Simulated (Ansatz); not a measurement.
# SnH2O2: one species, many methods

One table from this session's results is given with a row withheld; the runs are named, their logs left out.

The runs use Ansatz 0.2.0, Gaussian basis; functionals in def2-TZVPP, the program's frozen cores in correlated methods.

The runs, in order: LDA (SPW92), PBE-D4, revPBE-D4, BLYP-D4, r2SCAN-D4, B97M-V, PBE0-D4, B3LYP-D4, r2SCANh-D4, r2SCAN0-D4, HSE06-D4, BHLYP-D4, CAM-B3LYP-D4, LC-ωPBE, ωB97X-V, ωB97M-V, B2PLYP, PBE-QIDH; CCSD(T)/def2-SVP; CCSD(T)/def2-TZVPP; MP2/def2-QZVPP; extrapolation to the limit; RPA on PBE.

**Structure used throughout**

The geometry comes from an earlier relaxation with PBE0-D4 in a triple-zeta def2 set; it is a stationary point. Sn takes the def2 core potential; no spin-orbit term is included.

SMILES `[OH][Sn][OH]`, 5 atoms, charge 0, spin multiplicity 1.

Atoms are counted from 1 here; the program's logs count them from 0.

Bond lengths: O1–Sn2 1.987 Å, O1–H4 0.960 Å, Sn2–O3 1.966 Å, O3–H5 0.964 Å. Angles: Sn2–O1–H4 116.9°, O1–Sn2–O3 91.9°, Sn2–O3–H5 111.9°.

The first run:

Input file in.yaml:

```yaml
crystal:
  periodic: [false, false, false]
  atoms:
    - {symbol: O, position_ang: [-0.984343, 0.177823, -0.613754]}
    - {symbol: Sn, position_ang: [-0.153735, -0.943867, 0.800883]}
    - {symbol: O, position_ang: [1.561830, 0.002891, 0.636097]}
    - {symbol: H, position_ang: [-1.901159, -0.005562, -0.831359]}
    - {symbol: H, position_ang: [1.527208, 0.695116, -0.033267]}
basis:
  gaussian: {orbitals: def2-TZVPP}
hamiltonian: {xc: lda}
output: {orbitals: {seedname: orbitals}}
```

Steps of the session up to this table: LDA; PBE-D4 (GGA); revPBE-D4 (GGA); BLYP-D4 (GGA); r2SCAN-D4 (meta-GGA); B97M-V (meta-GGA); PBE0-D4 (hybrid); B3LYP-D4 (hybrid); r2SCANh-D4 (hybrid); r2SCAN0-D4 (hybrid); HSE06-D4 (hybrid); BHLYP-D4 (hybrid); CAM-B3LYP-D4 (range-separated); LC-ωPBE-D4 (range-separated; the results give it without D4); ωB97X-V (range-separated); ωB97M-V (range-separated); B2PLYP (double hybrid); PBE-QIDH (double hybrid).

One table of the session follows, with a row left open; its other results are not shown here.

It belongs to the step «Frontier levels by functional». 

| functional | HOMO (eV) | LUMO (eV) | gap (eV) |
| --- | --- | --- | --- |
| LDA (SPW92) | ? | ? | ? |
| PBE-D4 | -6.30 | -2.59 | 3.71 |
| revPBE-D4 | -6.22 | -2.50 | 3.72 |
| BLYP-D4 | -6.21 | -2.54 | 3.67 |
| r2SCAN-D4 | -6.59 | -2.52 | 4.08 |
| B97M-V | -6.45 | -2.54 | 3.91 |
| PBE0-D4 | -7.47 | -1.94 | 5.54 |
| B3LYP-D4 | -7.32 | -2.18 | 5.14 |
| r2SCANh-D4 | -7.04 | -2.27 | 4.77 |
| r2SCAN0-D4 | -7.69 | -1.89 | 5.80 |
| HSE06-D4 | -7.08 | -2.30 | 4.78 |
| BHLYP-D4 | -8.56 | -1.28 | 7.28 |
| CAM-B3LYP-D4 | -8.81 | -1.04 | 7.77 |
| LC-ωPBE | -10.00 | 0.05 | 10.05 |
| ωB97X-V | -9.70 | -0.04 | 9.66 |
| ωB97M-V | -9.66 | -0.21 | 9.45 |

Estimate the missing values for LDA (SPW92).

The run gave: HOMO (eV): -6.54; LUMO (eV): -2.83; gap (eV): 3.70. In the column «HOMO (eV)» it lies between r2SCAN-D4 (-6.59) and B97M-V (-6.45).
